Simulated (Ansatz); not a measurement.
# Ga2H2 (singlet): the correlation ladder, cc-pVDZ

One table from this session's results is given with a row withheld; the runs are named, their logs left out.

Computed with Ansatz 0.2.0, Gaussian basis. Level: cc-pVDZ, core rule «outside noble gas», up to 28 orbitals frozen.

To be run: UHF; CCSD(T) on RHF; CCSD(T) on UHF; BCCD(T) on RHF; CISD; CCSDT(Q) on RHF; CCSDT(Q) on UHF; CCSDTQ on RHF; CCSDTQ on UHF.

14 further runs of the same task are left out: 8 for a known fault of the program, 6 set aside as unsound or not needed.

## The system

The geometry is a PBE0/def2-TZVP stationary point (not a proven minimum) of the parent state, kept for this charge and spin. No spin-orbit coupling is included. The filled d shell of Ga may be among the frozen orbitals whatever the setting's name suggests; the logs give the count.

4 atoms, charge 0, spin multiplicity 1.

Atoms are counted from 1 here; the program's logs count them from 0.

Bond lengths: Ga1–Ga2 2.482 Å, Ga1–H3 1.564 Å, Ga1–H4 1.564 Å. Angles: Ga2–Ga1–H3 114.7°, Ga2–Ga1–H4 114.7°, H3–Ga1–H4 130.7°.

Set-up of the first run:

Input file in.yaml:

```yaml
crystal:
  periodic: [false, false, false]
  atoms:
    - {symbol: Ga, position_ang: [0.000000, 0.000000, -1.214166]}
    - {symbol: Ga, position_ang: [0.000000, 0.000000, 1.268134]}
    - {symbol: H, position_ang: [0.000000, 1.421600, -1.866566]}
    - {symbol: H, position_ang: [0.000000, -1.421600, -1.866566]}
basis:
  gaussian: {orbitals: cc-pVDZ}
magnetization: {spin_polarized: true, initial_magnetization: 0}
hamiltonian: {xc: hf}
output: {orbitals: {seedname: orbitals}}
```

On the command line:

```console
$ ansatz run in.yaml --threads 1 --pin off --events-out ev --progress --plain --max-ram 4096MiB --backend cpu
```

Steps of the session up to this table: UHF; CCSD(T) on RHF; CCSD(T) on UHF; BCCD(T) on RHF; CISD; CCSDT(Q) on RHF; CCSDT(Q) on UHF; CCSDTQ on RHF; CCSDTQ on UHF.

One of the session's tables, all rows but one given; the rest of the session is left out.

```
   method  from RCCSDTQ (kcal/mol)
      RHF                   +90.74
      UHF                   +84.42
     RMP2                   +24.75
     UMP2                   +25.39
    RCCSD                    +2.52
    UCCSD                    +2.85
 RCCSD(T)                    +0.67
 UCCSD(T)                    +1.04
  BCCD(T)                    +0.67
   RCCSDT                    +0.14
   UCCSDT                    +0.32
RCCSDT(Q)                    +0.03
UCCSDT(Q)                        ?
  RCCSDTQ                        0
  UCCSDTQ                    +0.14
```

Q: Estimate the row for UCCSDT(Q) from the others.

**Answer.** from RCCSDTQ (kcal/mol): +0.19. In the column «from RCCSDTQ (kcal/mol)» it lies between UCCSDTQ (+0.14) and UCCSDT (+0.32).

To keep in mind: The determinant is far from a pure spin state, so its energy mixes those of several spin states (harmless only where they are near-degenerate, as at dissociation). Restricted and unrestricted rows rest on different reference determinants; where their highest levels disagree by more than a few hundredths of an eV, they describe different states and don't form one ladder.
